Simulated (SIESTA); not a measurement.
The system is Mn2AlCu3.

```xyz
6
Lattice="2.4172 1.3956 3.9671 -2.4172 1.3956 3.9671 0.0000 -2.7911 3.9671" Properties=species:S:1:pos:R:3 pbc="T T T"
Cu   -1.2086   -0.6978    3.9671
Cu    0.0000    1.3956    3.9671
Cu    1.2086   -0.6978    3.9671
Mn    0.0000    0.0000    1.4998
Mn    0.0000    0.0000   10.4015
Al    0.0000    0.0000    5.9507
```

The cell comes from a database or a generator and needn't be the stable form of this composition.

```yaml
Program: SIESTA 5.4.2
Task: single point
Functional: PBEsol
Potentials_or_basis: PseudoDojo 0.4 standard (PBEsol files)
Basis: DZP (energy shift 0.003 Ry; two zetas on semicore shells)
Grid_cutoff: 800 Ry
Energy_shift: 0.003 Ry
k_mesh: 7 × 7 × 7
Occupations: fermi-dirac, width 0.05 eV
Spin: collinear spin, ferromagnetic start
Starting_moments: "[0.6, 0.6, 0.6, 4.0, 4.0, 0.0] μB"
```

On this cell: pressure -5.4 GPa; largest force 0.030 eV/Å; net moment 7.43 μB per cell; site moments Cu -0.12; Mn +4.04; Al -0.28 μB; band gap on the k mesh none (metal or under the smearing width).

The same run follows on a disturbed copy (atoms moved at random, drawn with an rms of 0.05 Å):

```
Cu Mn Al
1.0
     2.41719    1.39557    3.96713
    -2.41719    1.39557    3.96713
     0.00000   -2.79113    3.96713
Cu Mn Al
3 2 1
Direct
  0.02242 0.49053 0.48934
  0.50074 0.49437 0.99935
  0.49358 0.00372 0.50942
  0.11562 0.12688 0.12661
  0.87942 0.86559 0.88096
  0.50704 0.48536 0.50073
```

Task: What does the disturbed cell give?

Result: The energy (extrapolated to zero smearing) moves by +19.1 meV/atom; pressure -4.7 GPa; largest force 1.626 eV/Å; net moment 7.42 μB per cell; site moments Cu -0.13, -0.12; Mn +4.02, +4.05; Al -0.28 μB; band gap on the k mesh none (metal or under the smearing width).

Forces on the atoms (eV/Å):
```
Cu  -1.412 -0.706 -0.392
Cu   0.263  0.556 -0.016
Cu   1.130 -0.181 -0.514
Mn   0.229  0.022  0.104
Mn  -0.034  0.059 -0.078
Al  -0.178  0.250  0.899
```

Stress tensor (GPa, compression positive):
```
-4.02  0.01 -0.17
 0.01 -4.68  0.11
-0.17  0.11 -5.35
```

Caveats: short orbitals over semicore shells can move pressures by several GPa; the basis of atomic orbitals isn't converged, which shifts pressures, moduli and gaps.
